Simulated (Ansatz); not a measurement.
**CH₄F₂O₂Sn: up Jacob's ladder to CCSD(T)**

An exercise on one series of results from a longer session: the logs are not shown, and one member is left open.

The runs use Ansatz 0.2.0, Gaussian basis; functionals in def2-TZVPP, the program's frozen cores in correlated methods.

The runs, in order: LDA (SPW92), PBE-D4, revPBE-D4, BLYP-D4, r2SCAN-D4, B97M-V, PBE0-D4, B3LYP-D4, r2SCANh-D4, r2SCAN0-D4, HSE06-D4, BHLYP-D4, CAM-B3LYP-D4, LC-ωPBE, ωB97X-V, ωB97M-V, B2PLYP, PBE-QIDH; CCSD(T)/def2-SVP; CCSD(T)/def2-TZVPP; MP2/def2-QZVPP; extrapolation to the limit; RPA on PBE.

### The relaxed structure

An earlier PBE0-D4 in a triple-zeta def2 set relaxation fixed the geometry. Sn takes the def2 core potential; no spin-orbit term is included.

SMILES `C[O][Sn]([OH])([F])[F]`, 10 atoms, charge 0, spin multiplicity 1.

Atoms are counted from 1 here; the program's logs count them from 0.

Bond lengths: C1–O2 1.420 Å, C1–H7 1.092 Å, C1–H8 1.095 Å, C1–H9 1.095 Å, O2–Sn3 1.920 Å, Sn3–O4 1.931 Å, Sn3–F5 1.902 Å, Sn3–F6 1.890 Å, O4–H10 0.962 Å. Angles: O2–C1–H7 106.8°, O2–C1–H8 111.8°, O2–C1–H9 112.2°, H7–C1–H8 108.4°, H7–C1–H9 108.4°, H8–C1–H9 109.0°, C1–O2–Sn3 120.8°, O2–Sn3–O4 112.3°, O2–Sn3–F5 112.5°, O2–Sn3–F6 106.9°, O4–Sn3–F5 107.7°, O4–Sn3–F6 111.8°, F5–Sn3–F6 105.5°, Sn3–O4–H10 112.9°.

Set-up of the first run:

in.yaml

```yaml
crystal:
  periodic: [false, false, false]
  atoms:
    - {symbol: C, position_ang: [-0.221377, -1.747878, 0.213839]}
    - {symbol: O, position_ang: [-0.437262, -0.567080, 0.972632]}
    - {symbol: Sn, position_ang: [-0.145828, 1.165053, 0.197914]}
    - {symbol: O, position_ang: [1.600525, 1.320797, -0.610311]}
    - {symbol: F, position_ang: [-1.437463, 1.593098, -1.131453]}
    - {symbol: F, position_ang: [-0.398146, 2.433919, 1.575782]}
    - {symbol: H, position_ang: [-0.359752, -2.589842, 0.894606]}
    - {symbol: H, position_ang: [-0.942263, -1.842793, -0.604627]}
    - {symbol: H, position_ang: [0.792608, -1.797302, -0.195913]}
    - {symbol: H, position_ang: [1.632160, 1.980825, -1.309573]}
basis:
  gaussian: {orbitals: def2-TZVPP}
hamiltonian: {xc: lda}
output: {orbitals: {seedname: orbitals}}
```

Run with:

```
> ansatz run in.yaml --threads 2 --pin off --events-out ev --progress --plain --max-ram 32768MiB --backend cpu
```

Steps of the session up to this table: LDA; PBE-D4 (GGA); revPBE-D4 (GGA); BLYP-D4 (GGA); r2SCAN-D4 (meta-GGA); B97M-V (meta-GGA); B3LYP-D4 (hybrid); r2SCANh-D4 (hybrid); r2SCAN0-D4 (hybrid); HSE06-D4 (hybrid); BHLYP-D4 (hybrid); CAM-B3LYP-D4 (range-separated); LC-ωPBE (range-separated); ωB97X-V (range-separated); ωB97M-V (range-separated); B2PLYP (double hybrid); PBE-QIDH (double hybrid).

One table of the session follows, with a row left open; its other results are not shown here.

It belongs to the step «Orbital energies across the functionals». 

| functional | HOMO (eV) | LUMO (eV) | gap (eV) |
| --- | --- | --- | --- |
| LDA (SPW92) | -7.36 | -3.79 | 3.57 |
| PBE-D4 | -7.19 | -3.40 | 3.79 |
| revPBE-D4 | -7.12 | -3.24 | 3.88 |
| BLYP-D4 | -7.12 | -3.38 | 3.74 |
| r2SCAN-D4 | ? | ? | ? |
| B97M-V | -7.66 | -3.20 | 4.46 |
| PBE0-D4 | -8.85 | -2.40 | 6.45 |
| B3LYP-D4 | -8.61 | -2.77 | 5.84 |
| r2SCANh-D4 | -8.17 | -2.80 | 5.37 |
| r2SCAN0-D4 | -9.11 | -2.26 | 6.85 |
| HSE06-D4 | -8.44 | -2.77 | 5.66 |
| BHLYP-D4 | -10.47 | -1.44 | 9.03 |
| CAM-B3LYP-D4 | -10.35 | -1.42 | 8.93 |
| LC-ωPBE | -11.68 | 0.00 | 11.69 |
| ωB97X-V | -11.35 | -0.17 | 11.18 |
| ωB97M-V | -11.28 | -0.33 | 10.95 |

Estimate the missing values for r2SCAN-D4.

Worked estimate for «HOMO (eV)». Against the share of exact exchange, r2SCANh-D4 (0.1, -8.17), r2SCAN0-D4 (0.25, -9.11) give a slope of -6.27 per unit share; at 0 the line stands at -7.54.

**Answer.** HOMO (eV): -7.55; LUMO (eV): -3.16; gap (eV): 4.40. In «HOMO (eV)» the line misses by +0.01.
